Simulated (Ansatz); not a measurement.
# Ge3C3N8: the cost of one run

Code: Ansatz 0.2.0. PAW datasets, plane waves. The cell comes from a prototype generator: it can be a known phase or a hypothetical one. Spin polarisation is off.

## 1. The structure to begin with

The cell was relaxed beforehand with r2SCAN.

Space group Pm (No. 6), monoclinic; a = 7.017 Å, b = 2.796 Å, c = 7.297 Å, β = 112.4° in the conventional setting, 9.45 Å³ an atom. Around Ge lie 4 N at 1.75–1.92 Å; around Ge lie 4 N at 1.79–1.84 Å; around C lie 3 N at 1.28–1.56 Å; around Ge lie 4 N at 1.81–1.91 Å; around C lie 2 N at 1.37–1.43 Å.

Structure file:

```cif
data_structure
_symmetry_space_group_name_H-M 'P 1'
_symmetry_Int_Tables_number 1
_cell_length_a 7.2971
_cell_length_b 2.7959
_cell_length_c 7.0174
_cell_angle_alpha 90.000
_cell_angle_beta 112.438
_cell_angle_gamma 90.000
_cell_volume 132.33
loop_
_atom_site_label
_atom_site_type_symbol
_atom_site_fract_x
_atom_site_fract_y
_atom_site_fract_z
_atom_site_occupancy
Ge1 Ge 0.60215 0.50000 0.80569 1
Ge2 Ge 0.76198 0.00000 0.24627 1
C1 C 0.91106 0.00000 0.72047 1
Ge3 Ge 0.17852 0.50000 0.36003 1
C2 C 0.23168 0.50000 0.79248 1
C3 C 0.37470 0.00000 0.15341 1
N1 N 0.32886 0.50000 0.65063 1
N2 N 0.54623 0.00000 0.30799 1
N3 N 0.80931 0.50000 0.70002 1
N4 N 0.68851 0.00000 0.96514 1
N5 N 0.09410 0.00000 0.74458 1
N6 N 0.92549 0.50000 0.34638 1
N7 N 0.20321 0.00000 0.20798 1
N8 N 0.34421 0.50000 0.99893 1
```

## 2. PBE band path

Input file input.yaml:

```yaml
crystal:
  lattice:
    - [7.276438384, 0.0, 0.5483706601]
    - [0.0, 2.7958692431, 0.0]
    - [-3.1582549545, 0.0, 6.2665360765]
  atoms:
    - { symbol: Ge, position: [0.6021504037, 0.5, 0.8056898781] }
    - { symbol: Ge, position: [0.7619765282, 0.0, 0.2462659169] }
    - { symbol: C, position: [0.9110558142, 0.0, 0.7204702244] }
    - { symbol: Ge, position: [0.1785227957, 0.5, 0.3600256961] }
    - { symbol: C, position: [0.2316770301, 0.5, 0.7924827418] }
    - { symbol: C, position: [0.3746986861, 0.0, 0.1534069351] }
    - { symbol: "N", position: [0.3288573769, 0.5, 0.6506317776] }
    - { symbol: "N", position: [0.5462322758, 0.0, 0.3079902306] }
    - { symbol: "N", position: [0.8093107601, 0.5, 0.7000223178] }
    - { symbol: "N", position: [0.6885119425, 0.0, 0.9651409147] }
    - { symbol: "N", position: [0.0941015602, 0.0, 0.744584899] }
    - { symbol: "N", position: [0.9254872215, 0.5, 0.3463757165] }
    - { symbol: "N", position: [0.2032076954, 0.0, 0.207984245] }
    - { symbol: "N", position: [0.3442099098, 0.5, -0.0010714936] }
kpoints:
  mp_grid: { grid: [4, 10, 4] }
  band_path:
    path:
      - [0.0, 0.0, 0.0]
      - [-5.445517731364e-18, -0.5, -1.916443026526e-34]
      - [0.5, -0.5, 5.564214425018e-18]
      - [0.5, -9.864234573299e-36, 5.564214425018e-18]
      - [0.0, 0.0, 0.0]
      - [0.5, -3.899611680346e-19, -0.5]
      - [0.5, -0.5, -0.5]
      - [-5.445517731364e-18, -0.5, -1.916443026526e-34]
      - [-2.298232189306e-17, -0.5, -0.5]
      - [-2.298232189306e-17, -3.899611680346e-19, -0.5]
      - [0.0, 0.0, 0.0]
    npoints: 10
hamiltonian:
  xc: pbe
scf:
  occupations: { method: fermi_dirac, width: 0.02 }
  n_extra_bands: 7
output:
  forces: true
  stress: true
  eigenvalues: true
```

Q: Estimate wall time and peak memory on 1 × NVIDIA H100 80GB HBM3 with 2 threads of AMD EPYC 7R13 (Zen 3), shared host.

About 12 s, with a peak of 1.2 GiB on the host.
